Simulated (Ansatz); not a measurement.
This was printed by a script on the Ansatz DFT code, driven from Python, for an equation of state with a fit of ZrIn, space group P4/mmm. What did the script look like? Use (first run): LDA, norm-conserving potentials, the default cutoff (952 eV here), 7×7×5 k-points, Gaussian smearing of 0.01 eV.

```
Zr In
1.0
     3.14065    0.00000    0.00000
     0.00000    3.14065    0.00000
     0.00000    0.00000    4.45410
Zr In
1 1
Direct
  0.00000 0.00000 0.00000
  0.50000 0.50000 0.50000
```

```console
$ python run_eos.py
V =  20.2089 A^3/atom  F = -1591.36314 eV/atom
V =  20.7947 A^3/atom  F = -1591.36612 eV/atom
V =  21.3804 A^3/atom  F = -1591.35787 eV/atom
V =  21.9662 A^3/atom  F = -1591.33991 eV/atom
V =  22.5520 A^3/atom  F = -1591.31369 eV/atom
V =  23.1377 A^3/atom  F = -1591.28054 eV/atom
V =  23.7235 A^3/atom  F = -1591.24141 eV/atom
V0 = 20.6455 A^3/atom, E0 = -1591.36652 eV/atom, B = 113.3 GPa
```

The script that was run (others could print the same):

`run_eos.py`
```python
# -*- coding: utf-8 -*-
import warnings

import ansatz as az
from ase.eos import EquationOfState
from ase.units import GPa
import numpy as np

VECTORS = np.array([
    [3.1406, 0.0, 0.0],
    [0.0, 3.1406, 0.0],
    [0.0, 0.0, 4.4541],
])
SITES = [
    ('Zr', (0.0, 0.0, 0.0)),
    ('In', (0.5, 0.5, 0.5)),
]


def on_lattice(cell):
    crystal = az.Crystal(lattice=az.Lattice.of(cell))
    for symbol, position in SITES:
        crystal = crystal.atom(symbol, position)
    return crystal


def main():
    warnings.simplefilter('ignore', az.DeckWarning)

    volumes, energies = [], []
    for scale in np.linspace(0.92, 1.08, 7):
        cell = VECTORS * scale ** (1 / 3)
        setup = (
            on_lattice(cell).calculation()
            .occupations('gaussian', width=0.01)
            .functional('lda')
            .pseudopotentials('nc')
            .scf(max_iterations=150, extra_bands=6)
            .kpoints(7, 7, 5)
        )
        report = setup.run(threads=1).report
        volumes.append(abs(np.linalg.det(cell)) / len(SITES))
        energies.append(report['free_energy_ev'] / len(SITES))
        print(f'V = {volumes[-1]:8.4f} A^3/atom  F = {energies[-1]:.5f} eV/atom')

    eos = EquationOfState(volumes, energies, eos='sj')
    v0, e0, bulk = eos.fit()
    print(f'V0 = {v0:.4f} A^3/atom, E0 = {e0:.5f} eV/atom, B = {bulk / GPa:.1f} GPa')


if __name__ == '__main__':
    main()
```

A third-order Birch-Murnaghan fit through the 7 points (the script's own form differs a little) has its minimum at 20.65 Å³ an atom, 6.0 % below the typed cell, with a bulk modulus of 114 GPa and dB/dP = 4.7. From that minimum the energy rises by 3.4 meV an atom on the compressed side and 125.1 meV on the expanded side. The window is off centre, so dB/dP is rough.

Caveats:
- These settings explore the input space; cutoff and mesh may be short of convergence.
- Shape and fractional positions are held along the curve, so the bulk modulus is an upper value where they are free to relax, by a factor of two or more in layered or hydrogen-bonded cells.
- The mesh is modest for a metal, so energies can be off by several to tens of meV an atom and pressures by half a GPa or more; differences at equal mesh fare better.
- The structure comes from a database of computed cells and needn't be a stable or known phase.
- Cost: about 14 core-seconds.

(A comment or docstring line of the script was reworded after the run, the code is as it ran; lines on the test bed's own set-up are left out of the output.)
